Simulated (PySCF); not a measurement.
# TiF4 (SMILES [F][Ti]([F])([F])[F]), step by step

Aim: a structure relaxation (HF-D3(0)/pcseg-0), then the harmonic vibrations, then the energy (CCSD(T)/3-21G), then the vertical excitations (TDA-B97-3/LANL08) of TiF4. The job is set up through a Python script.

The results are computed with PySCF 2.14.0.

### 1 The molecule

The species is TiF4 (5 atoms), meant as a singlet with charge 0. As SMILES, `[F][Ti]([F])([F])[F]`. All atoms were displaced at random from a relaxed shape. The run starts from this shape.

Bond lengths: F1–Ti2 1.745 Å, Ti2–F3 1.852 Å, Ti2–F4 1.591 Å, Ti2–F5 1.694 Å. Angles: F1–Ti2–F3 104.0°, F1–Ti2–F4 110.6°, F1–Ti2–F5 106.4°, F3–Ti2–F4 114.1°, F3–Ti2–F5 112.5°, F4–Ti2–F5 108.9°.

### 2 A structure relaxation at HF-D3(0)/pcseg-0 (density fitting) (run 1)

calc.py reads:

```python
from pyscf import gto
from pyscf.geomopt.geometric_solver import kernel as optimise

mol = gto.Mole()
mol.atom = [
    ('F', (0.112183, -0.708978, 1.513648)),
    ('Ti', (-0.036431, -0.022786, -0.083550)),
    ('F', (-1.352744, 1.266716, 0.104490)),
    ('F', (-0.381006, -1.153689, -1.147546)),
    ('F', (1.474305, 0.643449, -0.460642)),
]
mol.max_memory = 1860
mol.verbose = 3
mol.basis = 'pcseg-0'
mol.charge = 0
mol.build()

hf = mol.RHF()
hf = hf.density_fit()
hf.disp = 'd3zero'
hf.max_cycle = 100
converged, mol_eq = optimise(hf, maxsteps=100)
print('converged:', converged)
print(mol_eq.tostring())

hf.reset(mol_eq)
mol = mol_eq
hf.kernel()
if not hf.converged:
    hf = hf.newton().run(hf.mo_coeff, hf.mo_occ)
e_final = hf.e_tot
print('E = %.10f Eh' % e_final)
```

Launch:

```bash
$ OMP_NUM_THREADS=1 python calc.py
```

Output:

```text
maxiter                   100
[... 43 lines left out ...]
WARN: Mole.unit (angstrom) is changed to Bohr
[... 25 lines left out ...]
WARN: Even tempered Gaussians are generated as DF auxbasis for  F Ti
[... 47 lines left out ...]
WARN: Even tempered Gaussians are generated as DF auxbasis for  F Ti
[... 47 lines left out ...]
WARN: Even tempered Gaussians are generated as DF auxbasis for  F Ti
[... 37 lines left out ...]
Converged! =D
[... 1 line left out ...]
converged: True
F           0.11305402       -0.73890428        1.54121001
Ti         -0.03669936        0.00490519       -0.01462200
F          -1.26732760        1.22076032        0.04340401
F          -0.46435294       -1.19312960       -1.18858045
F           1.47163289        0.73108036       -0.45501158

WARN: Even tempered Gaussians are generated as DF auxbasis for  F Ti

converged SCF energy = -1243.53539382519
E = -1243.5353938252 Eh
```

It took 14 s on 1 thread of Intel Xeon at 2.50GHz (Skylake/Cascade Lake), shared host; peak memory 0.2 GiB.

Step by step:

```tsv
step	energy from the first frame kept (eV)	largest force (eV/Å)
0	0.0000	10.1852
1	-0.7503	0.9272
2	-0.7635	0.2755
3	-0.7669	0.1234
4	-0.7673	0.0547
5	-0.7673	0.0118
6	-0.7673	0.0024
```

After the run. Bond lengths: F1–Ti2 1.731 Å, Ti2–F3 1.731 Å, Ti2–F4 1.731 Å, Ti2–F5 1.731 Å. Angles: F1–Ti2–F3 109.5°, F1–Ti2–F4 109.5°, F1–Ti2–F5 109.5°, F3–Ti2–F4 109.5°, F3–Ti2–F5 109.5°, F4–Ti2–F5 109.5°.

### 3 Vibrational wavenumbers at HF-D3(0)/pcseg-0 (density fitting) (run 2)

calc.py reads:

```python
import numpy
from pyscf import gto, symm
from pyscf.hessian import thermo

mol = gto.Mole()
mol.atom = [
    ('F', (0.149810, -0.743880, 1.555787)),
    ('Ti', (-0.000033, 0.000015, 0.000050)),
    ('F', (-1.230642, 1.215907, 0.058005)),
    ('F', (-0.427455, -1.198259, -1.173769)),
    ('F', (1.508371, 0.726195, -0.440149)),
]
mol.basis = 'pcseg-0'
mol.verbose = 3
mol.max_memory = 1860
mol.build()

mf = mol.RHF()
mf = mf.density_fit()
mf.max_cycle = 100
mf.disp = 'd3zero'
mf.kernel()
if not mf.converged:
    mf = mf.newton().run(mf.mo_coeff, mf.mo_occ)

e_tot = mf.e_tot
print('Final energy', e_tot)
hess = mf.Hessian().kernel()
modes = thermo.harmonic_analysis(mol, hess)
print('frequencies (1/cm)', numpy.round(modes['freq_wavenumber'], 1))
symm.geom.TOLERANCE = 1e-3  # for the symmetry number
th = thermo.thermo(mf, modes['freq_au'], 1200, 101325)
thermo.dump_thermo(mol, th)
```

Launch:

```bash
$ OMP_NUM_THREADS=1 python calc.py
```

Output:

```text
WARN: Even tempered Gaussians are generated as DF auxbasis for  F Ti

converged SCF energy = -1243.53539383152
Final energy -1243.535393831518

WARN: DFTD3 does not support analytical Hessian, using finite difference

WARN: Mole.unit (angstrom) is changed to Bohr

frequencies (1/cm) [207.  207.  239.7 239.8 239.8 784.8 904.8 905.  905. ]
temperature 1200.0000 [K]
pressure 101325.00 [Pa]
Rotational constants [GHz] 3.32953 3.32925 3.32904
Symmetry number 1
Zero-point energy (ZPE) 0.01055 [Eh]   27710.501 [J/mol]
                           tot       elec      trans        rot        vib
Entropy [J/mol/K]       455.509      0.000    197.793    128.528    129.188
Cv [J/mol/K]             96.621      0.000     12.472     12.472     71.677
Cp [J/mol/K]            104.935      0.000     20.786     12.472     71.677
Internal energy [J/mol]                     14966.028  14966.028  93710.143
Internal energy [Eh]   -1243.48830  -1243.53539
Enthalpy [J/mol]                            24943.380  14966.028  93710.143
Enthalpy [Eh]          -1243.48450
Gibbs free energy [J/mol]                  -212408.402 -139268.021 -61315.409
Gibbs free energy [Eh] -1243.69269
```

Run time: 23 s. Hardware: 1 thread of Intel Xeon at 2.50GHz (Skylake/Cascade Lake), shared host; peak memory 0.41 GiB.

### 4 The energy at CCSD(T)/3-21G (run 3)

mol.xyz reads:

```xyz
5
F4Ti
F      0.113054    -0.738904     1.541210
Ti    -0.036699     0.004905    -0.014622
F     -1.267328     1.220760     0.043404
F     -0.464353    -1.193130    -1.188580
F      1.471633     0.731080    -0.455012
```

calc.py reads:

```python
from pyscf import gto, scf, cc

mol = gto.Mole()
mol.atom = 'mol.xyz'
mol.cart = True
mol.verbose = 4
mol.basis = '3-21g'
mol.max_memory = 1860
mol.build()

mf = scf.RHF(mol)
mf.max_cycle = 100
mf.kernel()
if not mf.converged:
    mf = mf.newton().run(mf.mo_coeff, mf.mo_occ)

mycc = cc.CCSD(mf, frozen=9)
mycc.kernel()
e_t = mycc.ccsd_t()
e_final = mycc.e_tot + e_t
print(f'total energy: {e_final:.8f} hartree')
```

Launch:

```bash
$ OMP_NUM_THREADS=1 python calc.py
```

Output:

```text
PySCF version 2.14.0

[... 58 lines left out ...]
converged SCF energy = -1240.23480696211
[... 12 lines left out ...]
Init t2, MP2 energy = -1240.97369181078  E_corr(MP2) -0.73888484866807
[... 13 lines left out ...]
CCSD converged
[... 2 lines left out ...]
total energy: -1240.98721355 hartree
```

Wall time 19 s (1 thread of Intel Xeon at 2.50GHz (Skylake/Cascade Lake), shared host); peak memory 0.25 GiB.

### 5 The excited states at TDA-B97-3/LANL08 (density fitting, core potential, spin of roots singlet) (run 4)

start.xyz reads:

```xyz
5

F      0.113054    -0.738904     1.541210
Ti    -0.036699     0.004905    -0.014622
F     -1.267328     1.220760     0.043404
F     -0.464353    -1.193130    -1.188580
F      1.471633     0.731080    -0.455012
```

job.py reads:

```python
from pyscf import gto, dft, tdscf

molecule = gto.M(
    atom='start.xyz',
    max_memory=1860,
    basis={'default': 'lanl08', 'F': '6-311g**'},
    ecp={'Ti': 'lanl08'},
    spin=0,
    verbose=3,
)

myscf = dft.RKS(molecule, xc='b97-3')
myscf = myscf.density_fit()
myscf.max_cycle = 100
myscf.kernel()
if not myscf.converged:
    myscf = myscf.newton().run(myscf.mo_coeff, myscf.mo_occ)

e_tot = myscf.e_tot
print('E = %.10f Eh' % e_tot)

td = tdscf.TDA(myscf)
td.nstates = 10
td.kernel()
td.analyze()
roots = td.e * 27.211386
osc = td.oscillator_strength()
print('state   eV      nm      f')
for i, (w, f) in enumerate(zip(roots, osc), 1):
    print('%3d %9.4f %8.1f %9.5f' % (i, w, 1239.842 / w, f))
```

Launch:

```bash
$ OMP_NUM_THREADS=1 python job.py
```

Output:

```text
WARN: Even tempered Gaussians are generated as DF auxbasis for  Ti

converged SCF energy = -457.737813491281
E = -457.7378134913 Eh
Excitation energies (eV)
[7.51458785 7.51483085 7.51511656 7.75949943 7.75952339 7.75973697
 7.93974434 7.93999334 7.94012994 8.26384495]

** Singlet excitation energies and oscillator strengths **
state   eV      nm      f
  1    7.5146    165.0   0.00000
  2    7.5148    165.0   0.00000
  3    7.5151    165.0   0.00000
  4    7.7595    159.8   0.00699
  5    7.7595    159.8   0.00700
  6    7.7597    159.8   0.00700
  7    7.9397    156.2   0.00000
  8    7.9400    156.2   0.00000
  9    7.9401    156.1   0.00000
 10    8.2638    150.0   0.00599
```

It took 2.9 min on 1 thread of Intel Xeon at 2.50GHz (Skylake/Cascade Lake), shared host; peak memory 0.6 GiB.

The roots found:

```tsv
excited state	energy (eV)	strength
1	7.515	0.0000
2	7.515	0.0000
3	7.515	0.0000
4	7.760	0.0070
5	7.760	0.0070
6	7.760	0.0070
7	7.940	0.0000
8	7.940	0.0000
9	7.940	0.0000
10	8.264	0.0060
```

### 6 Summary of results

| quantity | value |
| --- | --- |
| run 1, HF-D3(0)/pcseg-0: total energy at the end | -1243.53539 Eh |
| run 1, HF-D3(0)/pcseg-0: dipole moment | 0.00 D |
| run 1, HF-D3(0)/pcseg-0: HOMO energy | -17.87 eV |
| run 1, HF-D3(0)/pcseg-0: LUMO energy | 0.70 eV |
| run 1, HF-D3(0)/pcseg-0: HOMO–LUMO gap | 18.57 eV |
| run 1, HF-D3(0)/pcseg-0: dispersion energy | -5.58 kJ/mol |
| run 2, HF-D3(0)/pcseg-0: lowest harmonic wavenumber | 207 cm⁻¹ |
| run 2, HF-D3(0)/pcseg-0: highest harmonic wavenumber | 905 cm⁻¹ |
| run 2, HF-D3(0)/pcseg-0: zero-point energy | 27.7 kJ/mol |
| run 3, CCSD(T)/3-21G: total energy | -1240.98721 Eh |
| run 3, CCSD(T)/3-21G: dipole moment (Hartree–Fock density) | 0.00 D |
| run 3, CCSD(T)/3-21G: HOMO energy (Hartree–Fock orbitals) | -17.15 eV |
| run 3, CCSD(T)/3-21G: LUMO energy (Hartree–Fock orbitals) | 1.45 eV |
| run 3, CCSD(T)/3-21G: HOMO–LUMO gap (Hartree–Fock orbitals) | 18.60 eV |
| run 3, CCSD(T)/3-21G: correlation energy (9 core orbitals frozen) | -752.4 mEh |
| run 3, CCSD(T)/3-21G: (T) correction | -31.84 mEh |
| run 3, CCSD(T)/3-21G: T1 diagnostic | 0.021 |
| run 4, TDA-B97-3/LANL08: ground-state or mean-field energy | -457.73781 Eh |
| run 4, TDA-B97-3/LANL08: dipole moment (B97-3 Kohn–Sham density) | 0.00 D |
| run 4, TDA-B97-3/LANL08: HOMO energy (B97-3 Kohn–Sham orbitals) | -12.68 eV |
| run 4, TDA-B97-3/LANL08: LUMO energy (B97-3 Kohn–Sham orbitals) | -2.98 eV |
| run 4, TDA-B97-3/LANL08: HOMO–LUMO gap (B97-3 Kohn–Sham orbitals) | 9.70 eV |
| run 4, TDA-B97-3/LANL08: lowest singlet excitation energy | 7.51 eV |

The program (run 2, HF-D3(0)/pcseg-0) took a symmetry number of 1 where this shape has 12, so the entropy in its output is too high by R ln(12/1) = 4.94 cal/(mol K). The optimisation (run 1, HF-D3(0)/pcseg-0) took 6 steps and changed the energy by -0.767 eV. All 9 modes (run 2, HF-D3(0)/pcseg-0) are real, so the shape is a minimum at this level. Mulliken charges (run 2, HF-D3(0)/pcseg-0) run from -0.54 on F1 to +2.16 on Ti2. The triples (run 3, CCSD(T)/3-21G) make up 4.2 % of the correlation energy. The basis has no diffuse functions, so Rydberg states are missing or pushed up, and the true lowest state may lie lower.
